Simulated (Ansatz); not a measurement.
## C2H3ClSi, SMILES ClC1=C[SiH2]1: a short molecular-dynamics run

Computed with the Python package of Ansatz (0.2.0).

The script, `c2h3clsi.py`:
```python
'''A short Born-Oppenheimer trajectory of C2H3ClSi.'''

import ansatz as az
import numpy as np


def main() -> None:
    geometry = (
        az.Crystal.molecule()
        .atom('Cl', (-1.102, -2.3048, 0.4381))
        .atom('C', (-0.4321, -0.823, 0.1476))
        .atom('C', (0.701, -0.2887, 0.4031))
        .atom('Si', (-0.281, 0.8157, -0.4756))
        .atom('H', (1.6673, -0.5121, 0.8707))
        .atom('H', (-0.7176, 1.9728, 0.3901))
        .atom('H', (0.2256, 1.0721, -1.8197))
    )

    model = (
        geometry.calculation()
        .basis(gaussian='6-31G*')
        .functional('blyp')
        .md('nvt_nose_hoover', timestep=0.25, steps=30, temperature=800, initial_velocities='maxwell_boltzmann', seed=75, thermostat_time=50)
    )
    frames = []
    model.session().plan().execute(on_event=lambda e: frames.append(e['data']) if e['event'] == 'md_step' else None)
    print('t (fs)   E_pot (eV)      E_kin (eV)   T (K)   d(0-1) (A)')
    for f in frames[::3]:
        xyz = np.array(f['positions_ang'])
        print(f'{f["time_fs"]:6.2f} {f["lagrangian_ev"]:14.5f} {f["e_kin_ev"]:10.5f} {f["temperature_k"]:8.1f} {np.linalg.norm(xyz[0] - xyz[1]):9.4f}')
    kept = np.array([f['conserved_ev'] for f in frames])
    print(f'conserved energy moves by at most {1000 * np.ptp(kept):.3f} meV')


if __name__ == '__main__':
    main()
```

`python c2h3clsi.py` gives:
```text
t (fs)   E_pot (eV)      E_kin (eV)   T (K)   d(0-1) (A)
  0.00   -22518.06233    0.51704    800.0    1.6519
  0.75   -22518.03786    0.49254    762.1    1.6413
  1.50   -22518.00649    0.46121    713.6    1.6307
  2.25   -22517.97169    0.42652    659.9    1.6206
  3.00   -22517.94391    0.39888    617.2    1.6114
  3.75   -22517.93390    0.38900    601.9    1.6036
  4.50   -22517.94565    0.40087    620.3    1.5975
  5.25   -22517.97573    0.43110    667.0    1.5936
  6.00   -22518.01845    0.47403    733.5    1.5921
  6.75   -22518.07009    0.52595    813.8    1.5932
  7.50   -22518.12881    0.58498    905.1    1.5971
conserved energy moves by at most 0.216 meV
```

Caveats:
- These settings explore the input space; basis and method may be short of convergence.
- The trajectory is only some femtoseconds long, so its temperature is not equilibrated; where the script doesn't relax first, it starts from a rough generated geometry.
- The temperature counts the internal degrees of freedom alone.
- The whole script took 70 s on 1 thread of Arm Neoverse V1, with other jobs on the host, peak memory 0.19 GiB.

(Lines on the test bed's own set-up are left out of the output.)
